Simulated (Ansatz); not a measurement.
# GaSiGeH (triplet): geometry optimisation

Where does this start of GaSiGeH (triplet) end when it is relaxed?

Method: UKS PBE0/def2-TZVP; program: Ansatz 0.2.0, Gaussian basis.

## Step 1: The system as given

4 atoms, charge 0, spin multiplicity 3.

Atoms are counted from 1 here; the program's logs count them from 0.

Bond lengths: Ga1–Si3 2.616 Å, Ge2–Si3 2.349 Å. Angles: Ga1–Si3–Ge2 90.6°.

The start was built by rule and, where that kept it together, relaxed with GFN2-xTB. Sticks and bond lists go by distance. No spin-orbit coupling is included. 

## Step 2: Relaxation

in.yaml reads:

```yaml
crystal:
  periodic: [false, false, false]
  atoms:
    - {symbol: Ga, position_ang: [-1.261694, -1.351091, -0.017374]}
    - {symbol: Ge, position_ang: [0.734294, 1.563600, 0.019440]}
    - {symbol: Si, position_ang: [1.277521, -0.721361, -0.007485]}
    - {symbol: H, position_ang: [-1.239948, 0.875016, 0.009363]}
basis:
  gaussian: {orbitals: def2-TZVP}
magnetization: {spin_polarized: true, initial_magnetization: 2}
hamiltonian: {xc: pbe0}
relax: {f_tol: 0.004, max_steps: 80}
```

On the command line:

```sh
$ ansatz run in.yaml --threads 1 --pin off --events-out ev --progress --plain --max-ram 2176MiB
```

**Question.** What will these runs give? Wanted: energy gained; shift from the start; total energy; dipole moment; ⟨S²⟩.

As calculated:

```
                  quantity            value
                     steps               10
             energy gained         0.712 eV
shift from the start (rms)          0.358 Å
              total energy  -116770.8198 eV
             dipole moment           0.95 D
                      ⟨S²⟩            2.023
```

In words: By distance, Ge2–H4 formed. Ge2–H4 went from 2.091 to 1.673 Å. No vibrations were run, so this is a stationary point, not a proven minimum, and this spin need not be the ground state's.
